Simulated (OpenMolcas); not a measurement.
# Cu³⁺ among point charges: CASSCF and CASPT2 levels and susceptibility

How does a field of 5 point charges split the states of Cu³⁺, and what χT follows?

The numbers are computed with OpenMolcas 26.06 (state-averaged CASSCF and CASPT2, spin-orbit coupling by RASSI with atomic mean-field integrals), except any that are marked as measured or tabulated.

**1. The system**

- Species: Cu³⁺ (copper, Z = 29, 26 electrons)
- Basis: ANO-RCC-VDZP [5s4p2d1f], 34 functions
- Scalar Hamiltonian: DKH2, point nucleus
- Inactive shells: 1s 2s 2p 3s 3p
- Active space: 8 electrons in 5 orbitals (3d)
- Some configurations of this space: 3d8
- Orbitals: optimised for each spin and parity, averaged over all roots

The outer shells:

3d8
```
3d [↑↓][↑↓][↑↓][↑ ][↑ ]
```

The ion sits among 5 point charges of -2 e arranged as a trigonal bipyramid (D3h), 1.95 Å from the ion, with the axial distance 1.833 Å.

The work runs as a chain of OpenMolcas steps in one folder; each step below is one input file. Labels, J, g values, rates, χT and fits are worked out afterwards by a script from the matrices that RASSI stores.

**2. GATEWAY and SEWARD: basis and integrals**

a.inp

```
&GATEWAY
Coord
1

Cu 0.0 0.0 0.0
Basis=ANO-RCC-VDZP
Group=NoSym
NoMove
AngMom=0.0 0.0 0.0
AMFI
XField
5 Angstrom 0
1.950000 0.000000 0.000000 -2.000000
-0.975000 1.688750 0.000000 -2.000000
-0.975000 -1.688750 0.000000 -2.000000
0.000000 0.000000 1.833000 -2.000000
0.000000 0.000000 -1.833000 -2.000000
&SEWARD
```

On the command line:

```sh
$ OMP_NUM_THREADS=1 MOLCAS_MEM=1689 MOLCAS_PROJECT=a pymolcas a.inp > a.log
```

Log:

```text
Basis set label: CU.ANO-RCC...5S4P2D1F.

      Electronic valence basis set:
      ------------------
      Associated Effective Charge  29.000000 au
      Associated Actual Charge     29.000000 au
      Nuclear Model: Point charge

      Shell  nPrim  nBasis  Cartesian Spherical Contaminant
         s      21       5        X
         p      15       4        X
         d      10       2                 X
         f       6       1                 X
                  Relativistic Douglas-Kroll-Hess integrals:
                    - DKH order of Hamiltonian: 2
                    - DKH order of Properties : 0
                  Atomic mean-field integrals
```

**3. Reference wave functions, triplets, 10 roots**

a.inp

```
&RASSCF
FileOrb=start.orb
Symmetry=1
Spin=3
nActEl=8 0 0
Inactive=9
Ras2=5
CIRoot=10 10 1
SDav=10
CIMx=300
Iter=120 100
PrWF=0.3
OrbListing=Nothing
MaxOrb=0
>>> COPY $Project.JobIph JOB001
```

On the command line:

```sh
$ OMP_NUM_THREADS=1 MOLCAS_MEM=1689 MOLCAS_PROJECT=a pymolcas a.inp > a.log
```

start.orb holds the contracted functions of the basis, ordered by shell, or the orbitals of the step before.

Log:

```text
Wave function specifications:
      -----------------------------

      Number of closed shell electrons          18
      Number of electrons in active shells       8
      Max number of holes in RAS1 space          0
      Max nr of electrons in RAS3 space          0
      Number of inactive orbitals                9
      Number of active orbitals                  5
      Number of secondary orbitals              20
      Spin quantum number                      1.0
      State symmetry                             1
Orbital specifications:
      -----------------------

      Symmetry species                           1
                                                 a
      Frozen orbitals                            0
      Inactive orbitals                          9
      Active orbitals                            5
      RAS1 orbitals                              0
      RAS2 orbitals                              5
      RAS3 orbitals                              0
      Secondary orbitals                        20
      Deleted orbitals                           0
      Number of basis functions                 34
      Number of CSFs                            10
      Number of root(s) required                10
      Iter CI   SX   CI       RASSCF       Energy    max ROT     max BLB   max BLB  Level Ln srch  Step   QN
          iter iter root      energy       change     param      element    value   shift minimum  type update
 Nr of preliminary CI iterations:   1
      Total energies have been shifted. Add                -1000.00 au
        1   1    7    0  -658.82418309    0.00E+00  -1.55E-01*  12  25 1  8.03E-01*  0.00   0.00    SX    NO
        2   1    8    0  -659.12880123   -3.05E-01* -7.83E-02    8  21 1  4.85E-01*  0.11   0.00    SX    NO
        3   1    7    0  -659.18375108   -5.49E-02* -6.16E-02    9  22 1 -2.73E-01*  0.00   0.00    SX    NO
        4   1    8    0  -659.20605674   -2.23E-02* -4.94E-02    7  20 1  2.20E-01*  0.00   0.00    SX    NO
        5   1    7    0  -659.21575920   -9.70E-03* -2.03E-02    9  22 1 -1.79E-01*  0.00   0.55    LS   YES
        6   1    7    0  -659.23842832   -2.27E-02* -2.43E-03   12  25 1  1.63E-02*  0.00   1.10    QN   YES
        7   1    5    0  -659.23863660   -2.08E-04*  1.35E-04    7  20 1  9.99E-04*  0.00   0.97    QN   YES
        8   1    4    0  -659.23863705   -4.52E-07*  3.43E-05    7  20 1  7.72E-05   0.00   1.08    QN   YES
        9   1    4    0  -659.23863706   -8.73E-09   5.63E-06    9  22 1 -9.59E-06   0.00   1.12    QN   YES
      Convergence after  9 iterations
       10   1    4    0  -659.23863706   -1.93E-10   5.63E-06    9  22 1 -2.26E-06   0.00   1.12    QN   YES
      Natural orbitals and occupation numbers for root  1
      sym 1:   2.000000   2.000000   1.000000   2.000000   1.000000
      Natural orbitals and occupation numbers for root  2
      sym 1:   1.000000   2.000000   2.000000   1.000000   2.000000
      Natural orbitals and occupation numbers for root  3
      sym 1:   1.226593   1.226593   1.773407   1.773407   2.000000
::    RASSCF root number  1 Total energy:  -1659.27850327
::    RASSCF root number  2 Total energy:  -1659.27850326
::    RASSCF root number  3 Total energy:  -1659.27281942
::    RASSCF root number  4 Total energy:  -1659.27281941
::    RASSCF root number  5 Total energy:  -1659.26540924
::    RASSCF root number  6 Total energy:  -1659.25870484
::    RASSCF root number  7 Total energy:  -1659.25869733
::    RASSCF root number  8 Total energy:  -1659.17418162
::    RASSCF root number  9 Total energy:  -1659.17418161
::    RASSCF root number 10 Total energy:  -1659.15255060
```

**4. CASSCF: singlets, 15 roots**

a.inp

```
&RASSCF
FileOrb=start.orb
Symmetry=1
Spin=1
nActEl=8 0 0
Inactive=9
Ras2=5
CIRoot=15 15 1
SDav=15
CIMx=300
Iter=120 100
PrWF=0.3
OrbListing=Nothing
MaxOrb=0
>>> COPY $Project.JobIph JOB002
```

On the command line:

```sh
$ OMP_NUM_THREADS=1 MOLCAS_MEM=1689 MOLCAS_PROJECT=a pymolcas a.inp > a.log
```

Log:

```text
Wave function specifications:
      -----------------------------

      Number of closed shell electrons          18
      Number of electrons in active shells       8
      Max number of holes in RAS1 space          0
      Max nr of electrons in RAS3 space          0
      Number of inactive orbitals                9
      Number of active orbitals                  5
      Number of secondary orbitals              20
      Spin quantum number                      0.0
      State symmetry                             1
Orbital specifications:
      -----------------------

      Symmetry species                           1
                                                 a
      Frozen orbitals                            0
      Inactive orbitals                          9
      Active orbitals                            5
      RAS1 orbitals                              0
      RAS2 orbitals                              5
      RAS3 orbitals                              0
      Secondary orbitals                        20
      Deleted orbitals                           0
      Number of basis functions                 34
      Number of CSFs                            15
      Number of root(s) required                15
      Iter CI   SX   CI       RASSCF       Energy    max ROT     max BLB   max BLB  Level Ln srch  Step   QN
          iter iter root      energy       change     param      element    value   shift minimum  type update
 Nr of preliminary CI iterations:   1
      Total energies have been shifted. Add                -1000.00 au
        1   1    6    0  -659.14208726    0.00E+00   3.31E-03   11  24 1 -1.25E-02*  0.00   0.00    SX    NO
        2   1    6    0  -659.14216481   -7.75E-05* -2.16E-03    9  22 1 -1.12E-02*  0.00   0.00    SX    NO
        3   1    6    0  -659.14218367   -1.89E-05* -1.94E-03    9  22 1  7.96E-03*  0.00   0.00    SX    NO
        4   1    6    0  -659.14219648   -1.28E-05* -1.65E-03    9  22 1 -7.06E-03*  0.00   0.00    SX    NO
        5   1    6    0  -659.14220597   -9.49E-06* -7.58E-04    9  22 1  6.01E-03*  0.00   0.54    LS   YES
        6   1    4    0  -659.14223191   -2.59E-05* -3.64E-06   11  24 1 -2.25E-05   0.00   1.00    QN   YES
        7   1    3    0  -659.14223191   -5.16E-10   5.97E-07    9  22 1 -2.83E-06   0.00   1.07    QN   YES
      Convergence after  7 iterations
        8   1    3    0  -659.14223191   -7.73E-12   5.97E-07    9  22 1 -3.95E-07   0.00   1.07    QN   YES
      Natural orbitals and occupation numbers for root  1
      sym 1:   0.655539   1.988587   1.988587   1.683643   1.683643
      Natural orbitals and occupation numbers for root  2
      sym 1:   1.342152   1.658226   1.658227   2.000000   1.341395
      Natural orbitals and occupation numbers for root  3
      sym 1:   1.341773   1.658227   1.658227   1.341773   2.000000
::    RASSCF root number  1 Total energy:  -1659.19376370
::    RASSCF root number  2 Total energy:  -1659.19250402
::    RASSCF root number  3 Total energy:  -1659.19250402
::    RASSCF root number  4 Total energy:  -1659.18334714
::    RASSCF root number  5 Total energy:  -1659.18334714
::    RASSCF root number  6 Total energy:  -1659.15105921
::    RASSCF root number  7 Total energy:  -1659.15105921
::    RASSCF root number  8 Total energy:  -1659.15049446
::    RASSCF root number  9 Total energy:  -1659.14323790
::    RASSCF root number 10 Total energy:  -1659.14323790
::    RASSCF root number 11 Total energy:  -1659.13021383
::    RASSCF root number 12 Total energy:  -1659.13016976
::    RASSCF root number 13 Total energy:  -1659.12017219
::    RASSCF root number 14 Total energy:  -1659.12017219
::    RASSCF root number 15 Total energy:  -1658.94819602
```

**5. State interaction with spin-orbit coupling**

a.inp

```
&RASSI
NrOfJobIphs=2 10 15
1 2 3 4 5 6 7 8 9 10
1 2 3 4 5 6 7 8 9 10 11 12 13 14 15
IphNames
JOB001
JOB002
EJob
SpinOrbit
DIPRint=1.0
SOCoupling=1000.0
Subsets=2
Property=9
'ANGMOM' 1 'ANGMOM' 2 'ANGMOM' 3 'MLTPL  1' 1 'MLTPL  1' 2 'MLTPL  1' 3
'AMFI' 1 'AMFI' 2 'AMFI' 3
SOProperty=3
'ANGMOM' 1 'ANGMOM' 2 'ANGMOM' 3
```

On the command line:

```sh
$ OMP_NUM_THREADS=1 MOLCAS_MEM=1689 MOLCAS_PROJECT=a pymolcas a.inp > a.log
```

Log:

```text
SPIN-FREE ENERGIES:
  (Shifted by EMIN (a.u.) =      -1659.2785032658)

 SF State       Relative EMIN(au)   Rel lowest level(eV)    D:o, cm**(-1)      L_eff

     1             0.0000000000        0.0000000000              0.0000         3.0
     2             0.0000000035        0.0000000947              0.0008         3.0
     3             0.0056838504        0.1546654489           1247.4610         3.0
     4             0.0056838516        0.1546654808           1247.4612         3.0
     5             0.0130940279        0.3563066512           2873.8070         3.0
     6             0.0197984226        0.5387425256           4345.2515         3.0
     7             0.0198059329        0.5389468894           4346.8998         3.0
    11             0.0847395707        2.3058811883          18598.1860         2.4
    12             0.0859992479        2.3401587525          18874.6532         2.0
    13             0.0859992502        2.3401588143          18874.6537         2.0
    14             0.0951561261        2.5893301003          20884.3557         2.3
    15             0.0951561277        2.5893301455          20884.3561         2.3
     8             0.1043216492        2.8387366896          22895.9555         1.1
     9             0.1043216525        2.8387367789          22895.9562         1.1
    10             0.1259526634        3.4273465718          27643.4144         1.0
    16             0.1274440527        3.4679293429          27970.7365         3.8
    17             0.1274440562        3.4679294371          27970.7372         3.8
    18             0.1280088021        3.4832969564          28094.6846         3.7
    19             0.1352653691        3.6807582039          29687.3170         4.0
    20             0.1352653703        3.6807582364          29687.3173         4.0
    21             0.1482894380        4.0351611737          32545.7697         4.0
    22             0.1483335047        4.0363602901          32555.4413         4.0
    23             0.1583310783        4.3084081258          34749.6550         4.0
    24             0.1583310783        4.3084081258          34749.6550         4.0
    25             0.3303072442        8.9881180022          72494.0607         0.1
     Dipole printing threshold changed to   1.00000000E+00

++ Dipole transition strengths (spin-free states):
   -----------------------------------------------
     for osc. strength at least  1.00000000E+00

  ( Max oscillator strength is only    3.2407812396556041E-006 )
--
Eigenvalues of complex Hamiltonian:
   -----------------------------------
  (Shifted by EMIN (a.u.) =      -1659.2785032658)

 SO State       Relative EMIN(au)   Rel lowest level(eV)    D:o, cm**(-1)     J-value

     1            -0.0049575897        0.0000000000              0.0000         2.7
     2            -0.0049574446        0.0000039469              0.0318         2.7
     3            -0.0037903903        0.0317611126            256.1706         3.4
     4            -0.0037903876        0.0317611850            256.1712         3.4
     5            -0.0009482318        0.1091001844            879.9523         3.7
     6            -0.0009482309        0.1091002088            879.9525         3.7
     7             0.0023413822        0.1986151421           1601.9392         3.9
     8             0.0065115187        0.3120903365           2517.1783         2.3
     9             0.0065115193        0.3120903543           2517.1785         2.3
    10             0.0074151254        0.3366787281           2715.4971         2.7
    11             0.0074151257        0.3366787358           2715.4971         2.7
    12             0.0078202480        0.3477026772           2804.4112         3.0
    13             0.0132623588        0.4957900553           3998.8165         1.6
    14             0.0132623588        0.4957900553           3998.8165         1.6
    15             0.0159399027        0.5686497358           4586.4694         2.3
    16             0.0159399032        0.5686497505           4586.4695         2.3
    17             0.0177477085        0.6178426393           4983.2370         2.2
    18             0.0203592996        0.6889076516           5556.4149         1.6
    19             0.0203666259        0.6891070107           5558.0229         1.6
    20             0.0261464909        0.8463851503           6826.5566         1.3
    21             0.0261464908        0.8463851483           6826.5566         1.3
    22             0.0844064862        2.4317203861          19613.1476         2.4
    23             0.0847203616        2.4402613686          19682.0353         1.0
    24             0.0847203634        2.4402614189          19682.0357         1.0
    25             0.0930289399        2.6663493023          21505.5574         2.0
    26             0.0930289418        2.6663493541          21505.5579         2.0
    27             0.1042199095        2.9708711006          23961.6914         1.1
    28             0.1042199099        2.9708711100          23961.6915         1.1
    29             0.1061417090        3.0231659268          24383.4776         1.6
    30             0.1061417119        3.0231660057          24383.4782         1.6
    31             0.1062151946        3.0251655720          24399.6058         1.4
    32             0.1064567816        3.0317394906          24452.6281         1.1
    33             0.1249881343        3.5360032849          28519.7899         2.3
    34             0.1257530801        3.5568185212          28687.6761         2.2
    35             0.1257530811        3.5568185483          28687.6763         2.2
    36             0.1285933740        3.6341068551          29311.0485         3.1
    37             0.1285933763        3.6341069188          29311.0490         3.1
    38             0.1298571047        3.6684947201          29588.4053         3.1
    39             0.1354069384        3.8195133879          30806.4530         3.5
    40             0.1354069396        3.8195134201          30806.4533         3.5
    41             0.1484146635        4.1734716211          33661.3187         2.9
Weights of the five most important spin-orbit-free states for each spin-orbit state.

 SO State  Total energy (au)           Spin-free states, spin, and weights
 -------------------------------------------------------------------------------------------------------
    1        -0.004958       1 1.0  0.4879    2 1.0  0.4879    6 1.0  0.0234   22 0.0  0.0007    7 1.0  0.0000
    2        -0.004957       1 1.0  0.4879    2 1.0  0.4879    7 1.0  0.0234   21 0.0  0.0007    6 1.0  0.0000
    3        -0.003790       1 1.0  0.6864    3 1.0  0.1510    4 1.0  0.1510    6 1.0  0.0053    7 1.0  0.0053
    4        -0.003790       2 1.0  0.6864    3 1.0  0.1510    4 1.0  0.1510    6 1.0  0.0053    7 1.0  0.0053
    5        -0.000948       3 1.0  0.4860    2 1.0  0.2199    1 1.0  0.2199    5 1.0  0.0728   15 0.0  0.0007
    6        -0.000948       4 1.0  0.4860    2 1.0  0.2199    1 1.0  0.2199    5 1.0  0.0728   14 0.0  0.0007
    7         0.002341       4 1.0  0.3381    3 1.0  0.3381    5 1.0  0.3211   11 0.0  0.0022   18 0.0  0.0005
    8         0.006512       3 1.0  0.3482    4 1.0  0.3482    1 1.0  0.2934    6 1.0  0.0042    7 1.0  0.0042
    9         0.006512       4 1.0  0.3482    3 1.0  0.3482    2 1.0  0.2934    6 1.0  0.0042    7 1.0  0.0042
   10         0.007415       4 1.0  0.2627    2 1.0  0.2627    1 1.0  0.2627    5 1.0  0.2101   14 0.0  0.0012
   11         0.007415       3 1.0  0.2627    2 1.0  0.2627    1 1.0  0.2627    5 1.0  0.2101   15 0.0  0.0012
   12         0.007820       4 1.0  0.5000    3 1.0  0.5000    9 1.0  0.0000    8 1.0  0.0000    1 1.0  0.0000
```

These steps: 3.2 s of run time, 1 thread, shared host.

Spin-free states, with their symmetry labels:

```tsv
state	degeneracy	E (cm-1)	free-ion L (%)
3E	2	0	F (100)
3E	2	1247	F (98)
3A2	1	2874	F (99)
3A1	1	4345	F (100)
3A2	1	4347	F (100)
1A1	1	18598	D (82)
1E	2	18875	D (99)
1E	2	20884	D (90)
3E	2	22896	P (98)
3A2	1	27643	P (99)
1E	2	27971	G (90)
1A1	1	28095	G (82)
1E	2	29687	G (99)
1A1	1	32546	G (100)
1A2	1	32555	G (100)
1E	2	34750	G (100)
1A1	1	72494	S (99)
```

With spin-orbit coupling:

```tsv
E (cm-1)	Degeneracy	Label	2S+1	g
0.0	2		3	0.00 0.00 7.95
256.2	2	E	3	0.00 0.00 4.58
880.0	2	E	3	0.00 0.00 1.26
1602	1	A1	3	
2517	2	E	3	0.00 0.00 5.38
2715	2	E	3	0.00 0.00 1.36
2804	1	A2	3	
3999	2	E	3	0.00 0.00 10.00
4586	2	E	3	0.00 0.00 3.37
4983	1	A1	3	
5556	1	A2	3	
5558	1	A1	3	
6827	2	E	3	0.00 0.00 2.05
19613	1	A1	1	
19682	2	E	1	0.00 0.00 4.19
21506	2	E	1	0.00 0.00 2.03
23962	2	E	3	0.00 0.00 5.79
24383	2	E	3	0.00 0.00 2.00
24400	1	A1	3	
24453	1	A2	3	
28520	1	A1	3	
28688	2	E	3	0.00 0.00 3.39
29311	2	E	1	0.00 0.00 2.57
29588	1	A1	1
```

Labels of spin-orbit levels are those of the rotation subgroup (D3 for D3h). Principal g values are given for doublets only; a zero marks a field direction without first-order Zeeman splitting.

Powder χT (cm³ K/mol): 1.99 at 2 K, 2.01 at 5 K, 2.04 at 10 K, 2.11 at 20 K, 2.31 at 50 K, 2.59 at 100 K, 2.76 at 150 K, 2.87 at 200 K, 2.95 at 250 K, 3.01 at 300 K.

Orbitals of the lowest block (energies include the constant potential of the surroundings):

```tsv
shell	space	energy (hartree)	mean occupation	⟨r²⟩ (bohr²)
1s	inactive	-331.4002	2.000	0.00362
2s	inactive	-40.6466	2.000	0.0646
2p	inactive	-34.7874	6.000	0.0521
3s	inactive	-4.1469	2.000	0.579
3p	inactive	-2.3296	6.000	0.642
3d	RAS2		8.000	1.00
```

(Part 1 of 2 ends here.)
